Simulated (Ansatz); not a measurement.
Run this with Ansatz's Python interface and show what comes out.

Script `torsion_bf2h5si2.py`:
```python
'''Energy of BF2H5Si2 as one group turns about a bond.'''

import ansatz as az
from ase import Atoms

BASIS = 'def2-SVP'
XC = 'PBE0'
FORCE_TOL = 0.02


def main() -> None:
    atoms = Atoms(['F', 'Si', 'B', 'F', 'Si', 'H', 'H', 'H', 'H', 'H'], positions=[
        (-2.4065, 0.0906, -1.5346),
        (-0.8625, 0.6196, -1.3065),
        (0.0452, -0.725, -0.2887),
        (0.271, -2.0618, -0.788),
        (0.8556, -0.2731, 1.4237),
        (-0.8406, 1.9153, -0.5778),
        (-0.168, 0.7927, -2.6026),
        (-0.1688, 0.223, 2.3367),
        (1.507, -1.4342, 2.0625),
        (1.8507, 0.8018, 1.2783),
    ])

    # relax first, so that the scan starts from a minimum
    first = (
        az.Crystal.molecule_from_ase(atoms).calculation()
        .basis(gaussian=BASIS)
        .functional(XC)
        .scf(lower_state_search='light')
        .relax(force_tolerance=FORCE_TOL, max_steps=80)
    )
    atoms.positions = first.run(threads=1).report['positions_ang']

    start = atoms.get_dihedral(3, 2, 1, 0)
    energies = {}
    for turn in range(0, 360, 30):
        turned = atoms.copy()
        turned.set_dihedral(3, 2, 1, 0, start + turn, indices=[0, 1, 5, 6])
        calculation = (
            az.Crystal.molecule_from_ase(turned).calculation()
            .basis(gaussian=BASIS)
            .functional(XC)
            .scf(lower_state_search='light')
        )
        energies[round((start + turn) % 360)] = calculation.run(threads=1).report['free_energy_ev']
    floor = min(energies.values())
    print('dihedral F3-B2-Si1-F0 (deg)   E - E(min) (eV)')
    for angle, e in sorted(energies.items()):
        print(f'{angle:8d} {(e - floor):14.3f}  ' + '#' * int(30 * (e - floor) / max(max(energies.values()) - floor, 1e-9)))


if __name__ == '__main__':
    main()
```

```console
$ python torsion_bf2h5si2.py
dihedral F3-B2-Si1-F0 (deg)   E - E(min) (eV)
       4          0.000
      34          0.036  #########
      64          0.095  ##########################
      94          0.108  ##############################
     124          0.072  ###################
     154          0.035  #########
     184          0.028  #######
     214          0.047  #############
     244          0.081  ######################
     274          0.106  #############################
     304          0.089  ########################
     334          0.031  ########
```

The lowest point is at 4° and the highest at 94°, 0.108 eV (10.4 kJ/mol) above it, with the rest of the molecule held.

Notes:
- These settings explore the input space; basis and method may be short of convergence.
- The scan is rigid and the energies are electronic, in a modest basis. With rigid groups the curve can differ much from the relaxed path, the start wasn't checked as a minimum of this torsion, and equivalent turns needn't return to the same energy.
- Hardware and time: 2.7 min on 1 thread of Arm Neoverse V2, with other jobs on the host, peak memory 0.29 GiB.
